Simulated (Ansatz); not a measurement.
# Ga3AsP2: the cost of one run

Program: Ansatz 0.2.0. Level of theory: DFT PBE, scalar-relativistic, plane waves, PAW. These are calculated values, not measurements.

1 further run of the same task is left out (set aside as unsound or not needed). Runs told in other sessions of the task aren't counted.

## 1. The system as given

Symmetry: I-4m2, No. 119, tetragonal system. Conventional cell: a = 3.947 Å, b = 3.947 Å, c = 16.766 Å, α = 90.00°, β = 90.00°, γ = 90.00°. Ga (site symmetry -4m2) is surrounded by 4 P at 2.40 Å. Around Ga (site symmetry 2mm) lie 2 P at 2.40 Å and 2 As at 2.46 Å. P (site symmetry 2mm) is surrounded by 4 Ga at 2.40 Å. As (site symmetry -4m2) is surrounded by 4 Ga at 2.46 Å.

Structure file:

```cif
data_structure
_symmetry_space_group_name_H-M 'I-4m2'
_symmetry_Int_Tables_number 119
_cell_length_a 3.9471
_cell_length_b 3.9471
_cell_length_c 16.7658
_cell_angle_alpha 90.000
_cell_angle_beta 90.000
_cell_angle_gamma 90.000
_cell_volume 261.20
loop_
_atom_site_label
_atom_site_type_symbol
_atom_site_symmetry_multiplicity
_atom_site_Wyckoff_symbol
_atom_site_fract_x
_atom_site_fract_y
_atom_site_fract_z
_atom_site_occupancy
Ga1 Ga 2 a 0.00000 0.00000 0.00000 1
Ga2 Ga 4 e 0.50000 0.50000 0.16253 1
P1 P 4 f 0.00000 0.50000 0.08130 1
As1 As 2 d 0.50000 0.00000 0.25000 1
```

The cell was relaxed beforehand at this level, from a generated guess; it is a trial structure. At a tolerance of 0.02 Å it has space group I-4m2 (No. 119); it has 21.77 Å³/atom, an uncorrected energy of -0.40 eV/atom over the elements.

## 2. Static run: bands, density of states and charges

The input, input.yaml:

```yaml
crystal:
  lattice:
    - [-1.9735282, 1.9735282, 8.3829168]
    - [1.9735282, -1.9735282, 8.3829168]
    - [1.9735282, 1.9735282, -8.3829168]
  atoms:
    - { symbol: Ga, position: [0.0, 0.0, 0.0] }
    - { symbol: Ga, position: [0.662527, 0.662527, 0.0] }
    - { symbol: Ga, position: [0.337473, 0.337473, 0.0] }
    - { symbol: P, position: [0.5813, 0.0813, 0.5] }
    - { symbol: P, position: [0.9187, 0.4187, 0.5] }
    - { symbol: As, position: [0.25, 0.75, 0.5] }
basis:
  ecutwfc: 420
kpoints:
  mp_grid: { grid: [10, 10, 10] }
  band_path:
    path:
      - [[0.0, 0.0, 0.0], [0.0, 0.0, 0.5], [0.25, 0.25, 0.25], [0.0, 0.5, 0.0], [0.0, 0.0, 0.0], [0.5, 0.5, -0.5], [0.26385595, 0.73614405, -0.26385595]]
      - [[-0.26385595, 0.26385595, 0.26385595], [0.0, 0.0, 0.0]]
      - [[0.0, 0.0, 0.5], [-0.0277119, 0.0277119, 0.5]]
      - [[0.5, 0.5, -0.0277119], [0.5, 0.5, -0.5]]
    npoints: 14
hamiltonian:
  xc: pbe
scf:
  occupations: { method: gaussian, width: 0.02 }
  n_extra_bands: 15
output:
  forces: true
  stress: true
  eigenvalues: true
  populations: true
  dos: { projected: true, de: 0.02, nscf_kmesh: { grid: [15, 15, 15] } }
  bader: true
  write_density: true
  write_potential: true
  elf: true
  volumetric_format: npy
```

Started as:

```console
$ ansatz run input.yaml --threads 4 --pin off --max-ram 8192MiB --backend cpu --events-out ev --progress --plain --runs-dir out
```

Q: Estimate wall time and peak memory on 4 threads of Intel Xeon Platinum 8259CL at 2.50GHz (Skylake/Cascade Lake), shared host.

About 1.7 min, with a peak of 1.3 GiB.
